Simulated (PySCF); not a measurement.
# C3H6F2Ge: the cost of one run

The runs use PySCF 2.14.0, with density-fitted response routines of our own; the level of theory stands in each step. All values are computed, except where a source is named. Atoms count from 0, in the outputs and in this text.

## (1) Starting geometry

12 atoms, charge 0, multiplicity 1; geometry from: GFN2-xTB. The atoms were then displaced at random by about 0.01 Å, so the start is not that level's minimum.

Bonds of the start (Å): C0–C1 1.29, C1–C2 1.50, C2–F3 1.40, C1–Ge4 1.97, Ge4–F5 1.74, C0–H6 1.10, C0–H7 1.10, C2–H8 1.07, C2–H9 1.08, Ge4–H10 1.50, Ge4–H11 1.52.

## (2) Geometry optimisation at PBE0-D3(BJ)/def2-SVP

The job: settings as JSON, then the geometry in Å.

```
{"job": {"xc": "PBE0", "basis": "def2-SVP", "d3": "d3bj", "grid": 1, "shake": 0.01, "kind": "geom"}, "charge": 0, "multiplicity": 1}
C     -0.825960     1.456930    -0.006600
C     -0.329040     0.263200    -0.013180
C     -1.061780    -0.936990    -0.540740
F     -0.415180    -2.057500     0.004220
Ge     1.498450    -0.119990     0.624440
F      2.411240    -0.447430    -0.824560
H     -1.829220     1.685660    -0.384200
H     -0.271820     2.329860     0.360570
H     -0.938410    -1.013980    -1.600110
H     -2.102320    -0.963440    -0.241820
H      1.714480    -1.353420     1.455940
H      2.189250     1.128820     1.157020
```

On the command line:

```bash
$ OMP_NUM_THREADS=1 python probes_run.py task.json out
```

One launch serves the whole session: the jobs run in the order shown.

**Question.** How long does this first job take on 1 thread of Arm Neoverse V2, shared host, and how much memory does it need?

About 90 s, with a peak of 0.51 GiB.
